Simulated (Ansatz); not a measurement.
Mg6MnNi:

```xyz
8
Lattice="4.7982 0.0000 0.0000 0.0000 3.0158 5.2323 0.0000 -3.0158 5.2323" Properties=species:S:1:pos:R:3 pbc="T T T"
Ni    2.3991    0.0000    7.1269
Mn    0.0000    0.0000    8.6163
Mg    2.3991    0.0000    1.7180
Mg    2.3991    1.5607    4.2900
Mg    2.3991   -1.5607    4.2900
Mg    0.0000    0.0000    3.5041
Mg    0.0000    1.4266    6.1566
Mg    0.0000   -1.4266    6.1566
```

The cell comes from a database or a generator and needn't be the stable form of this composition.

* Program: Ansatz 0.2.0
* Task: single point
* Functional: PBE
* Potentials or basis: Ansatz PAW
* Cutoff: 420 eV (not typed: the program's choice for these potentials)
* k mesh: 6 × 5 × 5
* Occupations: fermi-dirac, width 0.05 eV
* Spin: collinear spin, ferromagnetic start
* Starting moments: [1.0, 4.0, 0.0, 0.0, 0.0, 0.0, 0.0, 0.0] μB

On this cell: pressure 0.4 GPa; largest force 0.049 eV/Å; net moment 4.01 μB per cell; site moments Ni +0.29; Mn +3.75; Mg +0.02, -0.02, -0.03 μB; band gap on the k mesh none (metal or under the smearing width).

The same run follows on a disturbed copy (atoms moved at random, drawn with an rms of 0.05 Å):

```
Ni Mn Mg
1.0
     4.79823    0.00000    0.00000
     0.00000    3.01583    5.23232
     0.00000   -3.01583    5.23232
Ni Mn Mg
1 1 6
Direct
  0.50757 0.68184 0.67798
  0.99706 0.82091 0.82544
  0.50007 0.15585 0.16536
  0.50572 0.67054 0.15682
  0.50287 0.14062 0.68301
  0.00479 0.33939 0.33340
  0.99816 0.82192 0.35897
  0.99685 0.34202 0.82211
```

Question: What does the disturbed cell give?

Answer: The energy (extrapolated to zero smearing) moves by +5.2 meV/atom; pressure 0.4 GPa; largest force 0.432 eV/Å; net moment 3.99 μB per cell; site moments Ni +0.29; Mn +3.73; Mg +0.02, -0.02, -0.03 μB; band gap on the k mesh none (metal or under the smearing width).

Forces on the atoms (eV/Å):
```
Ni  -0.029 -0.072  0.063
Mn   0.081 -0.059 -0.076
Mg  -0.008  0.037  0.381
Mg  -0.099 -0.208 -0.161
Mg  -0.068  0.344 -0.253
Mg  -0.038 -0.072 -0.192
Mg   0.083  0.088 -0.015
Mg   0.078 -0.058  0.254
```

Stress tensor (GPa, compression positive):
```
-0.43  0.01 -0.08
 0.01  0.74  0.11
-0.08  0.11  1.04
```
